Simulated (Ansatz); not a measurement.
# AlCo: how the settings move a single-point run

Aim: see which settings change the result for AlCo, by how much, and at what cost.

Method: reference: DFT, PBEsol, PAW with Ansatz's default frozen-core files, scalar-relativistic; levels and slopes on a fine mesh, independent-particle optical spectra, in Ansatz 0.2.0.

## (1) The structure to begin with

It takes space group Pm-3m (No. 221, cubic). Conventional cell: a = 2.823 Å, b = 2.823 Å, c = 2.823 Å, α = 90.00°, β = 90.00°, γ = 90.00°. Al (site symmetry m-3m) is surrounded by 8 Co at 2.45 Å. Co (site symmetry m-3m) has 8 Al at 2.45 Å as nearest neighbours.

Coordinates:

```cif
data_structure
_symmetry_space_group_name_H-M 'Pm-3m'
_symmetry_Int_Tables_number 221
_cell_length_a 2.8234
_cell_length_b 2.8234
_cell_length_c 2.8234
_cell_angle_alpha 90.000
_cell_angle_beta 90.000
_cell_angle_gamma 90.000
_cell_volume 22.51
loop_
_atom_site_label
_atom_site_type_symbol
_atom_site_symmetry_multiplicity
_atom_site_Wyckoff_symbol
_atom_site_fract_x
_atom_site_fract_y
_atom_site_fract_z
_atom_site_occupancy
Al1 Al 1 a 0.00000 0.00000 0.00000 1
Co1 Co 1 b 0.50000 0.50000 0.50000 1
```

## (2) Baseline

Input file input.yaml:

```yaml
crystal:
  lattice:
    - [2.82343537885, 0.0, 0.0]
    - [0.0, 2.82343537885, 0.0]
    - [0.0, 0.0, 2.82343537885]
  atoms:
    - { symbol: Al, position: [0.0, 0.0, 0.0] }
    - { symbol: Co, position: [0.5, 0.5, 0.5] }
kpoints:
  mp_grid: { grid: [12, 12, 12] }
scf:
  occupations: { method: fermi_dirac, width: 0.1 }
hamiltonian:
  xc: pbesol
  pseudopotentials: { kind: paw }
output:
  forces: true
  stress: true
  eigenvalues: true
  eigenstates:
    nscf_kmesh: { grid: [20, 20, 20] }
    de_dk: true
    e_range: [-14, 14]
  optics:
    e_range: [0, 25]
    de: 0.2
    sigma: 0.25
    bands: { spectra_wanted_up_to: 25 }
    nscf_kmesh: { grid: [20, 20, 20] }
    drude_damping: 0.03
checkpoint:
  write: ck
  write_wavefunctions: false
```

Launch:

```sh
ansatz run input.yaml --threads 1 --pin off --max-ram 3072MiB --backend cpu --events-out ev --progress --plain --runs-dir out
```

## (3) Changing settings: mp_grid.grid [10, 10, 10], lower_state_search off, ecutrho_ratio 6

input.yaml, as its differences from that of step 2:

```diff
@@ -9,5 +9,6 @@
 kpoints:
-  mp_grid: { grid: [12, 12, 12] }
+  mp_grid: { grid: [10, 10, 10] }
 scf:
   occupations: { method: fermi_dirac, width: 0.1 }
+  lower_state_search: "off"
 hamiltonian:
@@ -33 +34,3 @@
   write_wavefunctions: false
+basis:
+  ecutrho_ratio: 6
```

**Question.** What will these runs give? Wanted: for each run, ending; energy change; pressure; gap; force.

As calculated:

| run | ending | energy change | pressure (GPa) | gap (eV) | force (eV/Å) | cycles | time |
| --- | --- | --- | --- | --- | --- | --- | --- |
| reference | converged | 0 | 0.0 | 0.00 | 0.00 | - | 49 s |
| 1: mp_grid.grid [10, 10, 10], lower_state_search off, ecutrho_ratio 6 | converged | -0.5 meV/atom | 0.0 | 0.00 | 0.00 | 7 | 49 s |

Residual by cycle in the longest SCF loop of each run; runs are numbered as in the table. The quantity is the density residual dr2, in eV.

| cycle | reference | run 1 |
| --- | --- | --- |
| 1 | 0.104 | 0.107 |
| 2 | 0.023 | 0.0236 |
| 3 | 4.2e-4 | 4.1e-4 |
| 4 | 1.6e-6 | 2.9e-6 |
| 5 | 3.2e-9 | 4.5e-8 |
| 6 | 8.6e-11 | 1.3e-9 |
| 7 | 3.7e-12 | 1.2e-12 |

**Reading.** Changing the k-point mesh, search for lower states and numerical grids moves the energy by -0.5 meV/atom. The reference has no spin polarisation; with Co present, a magnetic state may lie lower.
